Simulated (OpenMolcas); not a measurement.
**Rh⁴⁺ among point charges: CASSCF and CASPT2 levels and susceptibility**

How does a field of 5 point charges split the states of Rh⁴⁺, and what χT follows?

The numbers are computed with OpenMolcas 26.06 (state-averaged CASSCF and CASPT2, spin-orbit coupling by RASSI with atomic mean-field integrals), except any that are marked as measured or tabulated.

## Step 1: What is computed

| Quantity | Value |
| --- | --- |
| Species | Rh⁴⁺ (rhodium, Z = 45, 41 electrons) |
| Basis | ANO-RCC-VDZP [6s5p3d1f], 43 functions |
| Scalar Hamiltonian | DKH2, point nucleus |
| Inactive shells | 1s 2s 2p 3s 3p 3d 4s 4p |
| Active space | 5 electrons in 5 orbitals (4d) |
| Some configurations of this space | 4d5 |
| Orbitals | optimised for each spin and parity, averaged over all roots |

Outer shells as boxes (Hund's rule):

4d5
```
4d [↑ ][↑ ][↑ ][↑ ][↑ ]
```

The ion sits among 5 point charges of -0.98 e arranged as a trigonal bipyramid (D3h), 2.18 Å from the ion, with the axial distance 2.115 Å.

The work runs as a chain of OpenMolcas steps in one folder; each step below is one input file. Labels, J, g values, rates, χT and fits are worked out afterwards by a script from the matrices that RASSI stores.

## Step 2: GATEWAY and SEWARD: basis and integrals

Input file a.inp:

```
&GATEWAY
Coord
1

Rh 0.0 0.0 0.0
Basis=ANO-RCC-VDZP
Group=NoSym
NoMove
AngMom=0.0 0.0 0.0
AMFI
XField
5 Angstrom 0
2.180000 0.000000 0.000000 -0.980000
-1.090000 1.887935 0.000000 -0.980000
-1.090000 -1.887935 0.000000 -0.980000
0.000000 0.000000 2.114600 -0.980000
0.000000 0.000000 -2.114600 -0.980000
&SEWARD
```

Command:

```sh
> OMP_NUM_THREADS=1 MOLCAS_MEM=1689 MOLCAS_PROJECT=a pymolcas a.inp > a.log
```

## Step 3: Reference wave functions, sextets, 1 root

Input file a.inp:

```
&RASSCF
FileOrb=start.orb
Symmetry=1
Spin=6
nActEl=5 0 0
Inactive=18
Ras2=5
CIRoot=1 1 1
SDav=1
CIMx=300
Iter=120 100
PrWF=0.3
OrbListing=Nothing
MaxOrb=0
>>> COPY $Project.JobIph JOB001
```

start.orb holds the contracted functions of the basis, ordered by shell, or the orbitals of the step before.

## Step 4: Reference wave functions, quartets, 24 roots

Input file a.inp:

```
&RASSCF
FileOrb=start.orb
Symmetry=1
Spin=4
nActEl=5 0 0
Inactive=18
Ras2=5
CIRoot=24 24 1
SDav=24
CIMx=300
Iter=120 100
PrWF=0.3
OrbListing=Nothing
MaxOrb=0
>>> COPY $Project.JobIph JOB002
```

## Step 5: Reference wave functions, doublets, 75 roots

Input file a.inp:

```
&RASSCF
FileOrb=start.orb
Symmetry=1
Spin=2
nActEl=5 0 0
Inactive=18
Ras2=5
CIRoot=75 75 1
SDav=75
CIMx=300
Iter=120 100
PrWF=0.3
OrbListing=Nothing
MaxOrb=0
>>> COPY $Project.JobIph JOB003
```

## Step 6: State interaction with spin-orbit coupling

Input file a.inp:

```
&RASSI
NrOfJobIphs=3 1 24 75
1
1 2 3 4 5 6 7 8 9 10 11 12 13 14 15 16 17 18 19 20 21 22 23 24
1 2 3 4 5 6 7 8 9 10 11 12 13 14 15 16 17 18 19 20 21 22 23 24 25 26 27
28 29 30 31 32 33 34 35 36 37 38 39 40 41 42 43 44 45 46 47 48 49 50 51
52 53 54 55 56 57 58 59 60 61 62 63 64 65 66 67 68 69 70 71 72 73 74 75
IphNames
JOB001
JOB002
JOB003
EJob
SpinOrbit
DIPRint=1.0
SOCoupling=1000.0
Subsets=2
Property=9
'ANGMOM' 1 'ANGMOM' 2 'ANGMOM' 3 'MLTPL  1' 1 'MLTPL  1' 2 'MLTPL  1' 3
'AMFI' 1 'AMFI' 2 'AMFI' 3
SOProperty=3
'ANGMOM' 1 'ANGMOM' 2 'ANGMOM' 3
```

## Step 7: CASPT2: IPEA 0.25, imaginary shift 0.1 (closed shells correlated: 4s 4p)

Input file a.inp:

```
>>> COPY JOB001 $Project.JobIph
&CASPT2
Multistate=1 1
Frozen=14
IPEA=0.25
Imaginary=0.1
MaxIter=60
WThr=0.0 0.3 0.05
PrWF=0.5
NoMix
>>> COPY JOB002 $Project.JobIph
&CASPT2
Multistate=24 1 2 3 4 5 6 7 8 9 10 11 12 13 14 15 16 17 18 19 20 21 22
23 24
NoMult
Frozen=14
IPEA=0.25
Imaginary=0.1
MaxIter=60
WThr=0.0 0.3 0.05
PrWF=0.5
NoMix
>>> COPY JOB003 $Project.JobIph
&CASPT2
Multistate=75 1 2 3 4 5 6 7 8 9 10 11 12 13 14 15 16 17 18 19 20 21 22
23 24 25 26 27 28 29 30 31 32 33 34 35 36 37 38 39 40 41 42 43 44 45 46
47 48 49 50 51 52 53 54 55 56 57 58 59 60 61 62 63 64 65 66 67 68 69 70
71 72 73 74 75
NoMult
Frozen=14
IPEA=0.25
Imaginary=0.1
MaxIter=60
WThr=0.0 0.3 0.05
PrWF=0.5
NoMix
```

(Steps that only read results are left out.)

Before running it: what results should come out? Wanted: spin-free ground state; lowest level; next level.

As calculated:

| quantity | value |
| --- | --- |
| method | SS-CASPT2, IPEA 0.25, imaginary shift 0.1 (closed shells correlated: 4s 4p) |
| spin-free ground state | 6A1, 1-fold in its orbital part |
| lowest level | 4-fold |
| next level | 0.2 cm⁻¹ |
| χT at 300 K | 4.36 cm³ K/mol |
| effective moment at 300 K | 5.91 μB |

Cost by method:

```
                                              method  time of its own steps  time with the reference
                                           A. CASSCF                   21 s                     21 s
B. SS-CASPT2, IPEA 0.25, imaginary shift 0.1, +4s 4p                  7.9 s                     29 s
```

Times are of one thread on a shared host.

In words: The spin-free ground state (6A1) comes to 100 % from free-ion S terms and keeps the highest spin of the shell. χT at 300 K is 4.36, against 4.39 cm³ K/mol for the spin alone, as a half-filled shell (L = 0) has no orbital moment. An active space of the d shell alone favours high spin; real ions in strong fields can be low spin. CASPT2 does not keep the components of a term degenerate, and the means are used. The field of point charges can differ much from that of real complexes. With metal d orbitals alone active, the gaps between spin states are rough; where two lie within a few thousand cm-1, their order is open. Point charges carry no covalency, so the field is a model and not that of real ligands.
